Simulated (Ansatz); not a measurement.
# C2H4FSi: the cost of one run

Program: Ansatz 0.2.0. Level of theory: RKS PBE0-D4/STO-3G. These are calculated values, not measurements.

## 1. Starting point

Bond lengths: C1–C2 1.473 Å, C2–F3 1.330 Å, C2–Si4 1.826 Å, C1–H5 1.095 Å, C1–H6 1.095 Å, C1–H7 1.084 Å, Si4–H8 1.454 Å. Angles: C1–C2–F3 113.2°, C1–C2–Si4 127.1°, F3–C2–Si4 113.8°, C2–C1–H5 112.2°, C2–C1–H6 106.9°, C2–C1–H7 112.4°, H5–C1–H6 104.8°, H5–C1–H7 110.3°, H6–C1–H7 109.9°, C2–Si4–H8 129.2°.

Coordinates:

```xyz
8

C    -0.0700    1.0255   -0.3375
C     0.4002   -0.3114    0.0629
F     1.7052   -0.3545    0.3170
Si   -0.5622   -1.6058    0.9196
H     0.1979    1.7949    0.3935
H     0.4805    1.2982   -1.2440
H    -1.1364    1.0475   -0.5335
H    -1.0152   -2.8944    0.4220
```

## 2. End point A

Contents of input.yaml:

```yaml
crystal:
  periodic: [false, false, false]
  atoms:
    - { symbol: C, position_ang: [-0.07002, 1.02552, -0.33749] }
    - { symbol: C, position_ang: [0.40019, -0.31144, 0.06286] }
    - { symbol: F, position_ang: [1.70522, -0.35455, 0.31703] }
    - { symbol: Si, position_ang: [-0.56217, -1.60583, 0.91965] }
    - { symbol: H, position_ang: [0.19789, 1.79489, 0.39347] }
    - { symbol: H, position_ang: [0.48054, 1.29824, -1.24404] }
    - { symbol: H, position_ang: [-1.13639, 1.04753, -0.53347] }
    - { symbol: H, position_ang: [-1.01525, -2.89435, 0.42198] }
total_charge: 1
basis:
  gaussian: { orbitals: STO-3G }
hamiltonian:
  xc: pbe0
  dispersion: d4
relax:
  f_tol: 0.015
  max_steps: 40
```

Command:

```
ansatz run input.yaml --threads 1 --pin off --max-ram 2048MiB --backend cpu --events-out ev --progress --plain --runs-dir out
```

**Question.** How long does this run take on 1 thread of an Arm CPU, shared host, and how much memory does it need?

About 12 s, with a peak of 0.11 GiB.
